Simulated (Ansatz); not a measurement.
# Cu: the cost of one run

Computed with Ansatz 0.2.0 (DFT PBEsol, scalar-relativistic, plane waves, PAW, unless a step's input says otherwise).

2 further runs of the same task are left out: 2 set aside as unsound or not needed.

### Step 1. Starting point

It takes space group P6_3/mmc (No. 194, hexagonal). Conventional cell: a = 2.520 Å, b = 2.520 Å, c = 8.235 Å, α = 90.00°, β = 90.00°, γ = 120.00°. Cu (site symmetry -3m) is surrounded by 12 Cu at 2.52 Å. Cu (site symmetry -6m2) is surrounded by 12 Cu at 2.52 Å.

Structure file:

```xyz
8
Lattice="2.5198 0.0000 0.0000 -1.2599 2.1822 0.0000 0.0000 0.0000 16.4705" Properties=species:S:1:pos:R:3 pbc="T T T"
Cu    0.0000    0.0000    0.0000
Cu    0.0000    0.0000    8.2353
Cu    0.0000    1.4548    2.0588
Cu    0.0000    1.4548   10.2941
Cu    0.0000    0.0000    4.1176
Cu    0.0000    0.0000   12.3529
Cu    1.2599    0.7274    6.1764
Cu    1.2599    0.7274   14.4117
```

It goes back to an entry of the Materials Project, which need not be the stable form.

It is built from the cell relaxed beforehand with the same method (11.32 Å³/atom).

### Step 2. Zero of the scan

The input, input.yaml:

```yaml
crystal:
  lattice:
    - [2.5197984277, 0.0, 0.0]
    - [-1.2598992139, 2.1822094508, 0.0]
    - [0.0, 0.0, 16.4705095719]
  atoms:
    - { symbol: Cu, position: [0.0, 0.0, 0.0] }
    - { symbol: Cu, position: [0.0, 0.0, 0.5] }
    - { symbol: Cu, position: [0.3333333333, 0.6666666667, 0.125] }
    - { symbol: Cu, position: [0.3333333333, 0.6666666667, 0.625] }
    - { symbol: Cu, position: [0.0, 0.0, 0.25] }
    - { symbol: Cu, position: [0.0, 0.0, 0.75] }
    - { symbol: Cu, position: [0.6666666667, 0.3333333333, 0.375] }
    - { symbol: Cu, position: [0.6666666667, 0.3333333333, 0.875] }
basis:
  ecutwfc: 420
kpoints:
  mp_grid: { grid: [24, 24, 4] }
hamiltonian:
  xc: pbesol
scf:
  occupations: { method: gaussian, width: 0.15 }
output:
  forces: true
  stress: true
  eigenvalues: true
  write_density: true
  write_potential: true
  elf: true
  volumetric_format: npy
```

Command:

```console
$ ansatz run input.yaml --threads 2 --pin off --max-ram 5120MiB --backend cpu --events-out ev --progress --plain --runs-dir out
```

**Question.** How long does this run take on 2 threads of Intel Xeon Platinum 8259CL at 2.50GHz (Skylake/Cascade Lake), shared host, and how much memory does it need?

About 46 s, with a peak of 1.2 GiB.
